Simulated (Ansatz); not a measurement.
This script drives Ansatz's Python interface.

Script `bend_bh5ssesi.py`:
```python
# -*- coding: utf-8 -*-
"""Bending curve of BH5SSeSi."""

import ansatz as az
from ase import Atoms

atoms = Atoms(["S", "B", "Si", "Se", "H", "H", "H", "H", "H"], positions=[
    (-1.8283, 1.1297, 0.1906),
    (-0.3493, 0.727, -0.8202),
    (0.9394, -0.4844, -0.0944),
    (0.0686, -2.4923, 0.3349),
    (-1.224, 2.2592, 0.7649),
    (-0.1827, 1.2129, -1.8929),
    (1.5281, 0.0743, 1.1765),
    (2.1075, -0.6455, -1.0505),
    (-0.9709, -1.8273, 1.374),
])

# relax first, so that the scan starts from a minimum
first = az.Crystal.molecule_from_ase(atoms).calculation()
first = first.basis(gaussian="def2-SVP")
first = first.functional("HF")
first = first.relax(force_tolerance=0.02, max_steps=80)
atoms.positions = first.run(threads=1).report["positions_ang"]

rows = []
for angle in [90, 100, 110, 120, 135, 150, 165, 179]:
    bent = atoms.copy()
    bent.set_angle(1, 0, 4, angle, indices=[4])
    setup = (
        az.Crystal.molecule_from_ase(bent).calculation()
        .basis(gaussian="def2-SVP")
        .functional("HF")
    )
    rows.append((angle, setup.run(threads=1).report["free_energy_ev"]))
floor = min(e for _, e in rows)
for angle, e in rows:
    print(f"angle B1-S0-H4 = {angle:3d} deg   {1000 * (e - floor):9.1f} meV")
```

It is started by `python bend_bh5ssesi.py`. How long does it take on 1 thread of Arm Neoverse V2, on a shared host, and how much memory does it need?

It took about 85 s, with a peak of 0.31 GiB, for 9 runs of the engine.

```console
$ python bend_bh5ssesi.py
angle B1-S0-H4 =  90 deg        84.6 meV
angle B1-S0-H4 = 100 deg         0.0 meV
angle B1-S0-H4 = 110 deg        78.0 meV
angle B1-S0-H4 = 120 deg       302.0 meV
angle B1-S0-H4 = 135 deg       862.7 meV
angle B1-S0-H4 = 150 deg      1588.9 meV
angle B1-S0-H4 = 165 deg      2273.0 meV
angle B1-S0-H4 = 179 deg      2586.2 meV
```

These settings explore the input space; basis and method may be short of convergence. The scan is rigid, and the energies are electronic, in a modest basis. The zero is the lowest point of the grid, which needn't be the minimum.
